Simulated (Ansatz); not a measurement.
# CH5FSn: the cost of one run

All numbers are computed with the Python package of Ansatz 0.2.0. Level of theory: BLYP/def2-SVP.

**1. The structure**

Bond lengths: C1–Sn2 2.075 Å, Sn2–F3 1.948 Å, C1–H4 1.148 Å, C1–H5 1.128 Å, C1–H6 1.148 Å, Sn2–H7 1.751 Å, Sn2–H8 1.797 Å. Angles: C1–Sn2–F3 108.5°, C1–Sn2–H7 110.1°, C1–Sn2–H8 109.6°, F3–Sn2–H7 110.1°, F3–Sn2–H8 110.0°, H7–Sn2–H8 108.6°, Sn2–C1–H4 109.6°, Sn2–C1–H5 112.6°, Sn2–C1–H6 112.9°, H4–C1–H5 109.1°, H4–C1–H6 104.9°, H5–C1–H6 107.4°.

ch5fsn.xyz, read by the script:

```xyz
8

C    -0.85890    0.65860   -0.16770
Sn    0.76430   -0.58760    0.17760
F     0.73350   -2.02240   -1.14030
H    -0.75980    1.14020   -1.20480
H    -1.84510    0.11410   -0.10550
H    -0.90710    1.54140    0.56400
H     0.67680   -1.25420    1.79480
H     2.28850    0.35280    0.02610
```

**2. The code**

File md.py:

```python
# -*- coding: utf-8 -*-
"""Molecular dynamics of one CH5FSn molecule."""

import logging
import sys

import ansatz as az
import numpy as np

logging.basicConfig(stream=sys.stdout, format="[%(levelname)s] %(message)s")
logger = logging.getLogger("run")
logger.setLevel(logging.INFO)

geometry = az.Crystal.molecule_from_extxyz("ch5fsn.xyz")

job = (
    geometry.calculation()
    .basis(gaussian="def2-SVP")
    .functional("BLYP")
)
symbols = [site.symbol for site in geometry.cartesian_sites]
start = np.array([site.position_ang for site in geometry.cartesian_sites], dtype=float)
r = job.relax(force_tolerance=0.02, max_steps=100).run().report
end = np.array(r["positions_ang"])
minimum = az.Crystal.molecule()
for symbol, place in zip(symbols, end):
    minimum = minimum.atom(symbol, place.tolist())

# dynamics from the relaxed geometry
job = (
    minimum.calculation()
    .basis(gaussian="def2-SVP")
    .functional("BLYP")
    .md("nvt_langevin", timestep=0.5, steps=30, temperature=500, initial_velocities="maxwell_boltzmann", seed=50, friction=0.02)
)
frames = []
out = job.session().plan().execute(on_event=lambda e: frames.append(e["data"]) if e["event"] == "md_step" else None)
logger.info("t (fs)   E_pot (eV)      E_kin (eV)   T (K)   d(0-1) (A)")
for f in frames[::1]:
    xyz = np.array(f["positions_ang"])
    logger.info(f"{f['time_fs']:6.2f} {f['lagrangian_ev']:14.5f} {f['e_kin_ev']:10.5f} {f['temperature_k']:8.1f} {np.linalg.norm(xyz[0] - xyz[1]):9.4f}")
print("mean temperature", round(float(np.mean([f["temperature_k"] for f in frames])), 1), "K")
```

**3. The input behind the calls**

The package turns the script's settings into the engine's input (first run):

```yaml
crystal:
  periodic: [false, false, false]
  atoms:
    - { symbol: C, position_ang: [-0.8589, 0.6586, -0.1677] }
    - { symbol: Sn, position_ang: [0.7643, -0.5876, 0.1776] }
    - { symbol: F, position_ang: [0.7335, -2.0224, -1.1403] }
    - { symbol: H, position_ang: [-0.7598, 1.1402, -1.2048] }
    - { symbol: H, position_ang: [-1.8451, 0.1141, -0.1055] }
    - { symbol: H, position_ang: [-0.9071, 1.5414, 0.564] }
    - { symbol: H, position_ang: [0.6768, -1.2542, 1.7948] }
    - { symbol: H, position_ang: [2.2885, 0.3528, 0.0261] }
basis:
  gaussian:
    orbitals: def2-SVP
hamiltonian:
  xc: blyp
relax:
  f_tol: 0.02
  max_steps: 100
```

**4. The run**

Command:

```console
$ python md.py
```

**Question.** How long does this script take on 1 thread of Arm Neoverse V1, shared host, and how much memory does it need?

About 78 s, with a peak of 0.22 GiB.
